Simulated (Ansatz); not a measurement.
# TaCuN2: the cost of one run

Method: DFT LDA+U (U_eff = 3 eV on Cu d, Ta d), plane waves, PAW, no spin–orbit coupling unless a run says so, in Ansatz 0.2.0.

### 1 The structure to begin with

Symmetry: R-3m, No. 166, trigonal system. Conventional cell: a = 3.136 Å, b = 3.136 Å, c = 17.438 Å, α = 90.00°, β = 90.00°, γ = 120.00°. Around Ta (site symmetry -3m) lie 6 N at 1.99 Å. Cu (site symmetry -3m) is surrounded by 2 N at 2.08 Å. N (site symmetry 3m) has 3 Ta at 1.99 Å and 1 Cu at 2.08 Å as nearest neighbours.

Structure file:

```
Ta Cu N
1.0
     1.56800    0.90529    5.81267
    -1.56800    0.90529    5.81267
     0.00000   -1.81057    5.81267
Ta Cu N
1 1 2
Direct
  0.50000 0.50000 0.50000
  0.00000 0.00000 0.00000
  0.11900 0.11900 0.11900
  0.88100 0.88100 0.88100
```

An earlier series on this cell reached its lowest free state from «ferromagnetic start, free, natural orbitals of the symmetric run filled by rank», perhaps among other starts (it ended without moments).

### 2 Ferrimagnetic site moments held at first, then free

File input.yaml:

```yaml
crystal:
  lattice:
    - [1.56800068, 0.90528562, 5.81266905]
    - [-1.56800068, 0.90528562, 5.81266905]
    - [0.0, -1.81057123, 5.81266905]
  atoms:
    - { symbol: Ta, position: [0.5, 0.5, 0.5], spin: 1.0 }
    - { symbol: Cu, position: [0.0, 0.0, 0.0], spin: -0.4 }
    - { symbol: "N", position: [0.119, 0.119, 0.119] }
    - { symbol: "N", position: [0.881, 0.881, 0.881] }
basis:
  ecutwfc: 420
  ecutrho_ratio: 4
kpoints:
  mp_grid: { grid: [7, 7, 7] }
hamiltonian:
  xc: lda
  hubbard:
    sites: [{ site: 0, l: d, u_eff: 3.0 }, { site: 1, l: d, u_eff: 3.0 }]
scf:
  occupations: { method: gaussian, width: 0.05 }
  lower_state_search: "off"
  max_iter: 150
output:
  forces: true
  stress: true
  eigenvalues: true
  populations: true
  hubbard: { sites: [{ site: 0, l: d }, { site: 1, l: d }] }
magnetization:
  spin_polarized: true
  spin_locking: { lock_spins: true, n_iters: 12 }
```

The lock is temporary (n_iters 12) and is released on the way.

Launch:

```console
ansatz run input.yaml --threads 2 --pin off --max-ram 3072MiB --backend cpu --events-out ev --progress --plain --runs-dir out
```

What time and memory should one allow on 2 threads of Intel Xeon 6975P-C (Granite Rapids), shared host?

About 9.6 s, with a peak of 0.52 GiB.
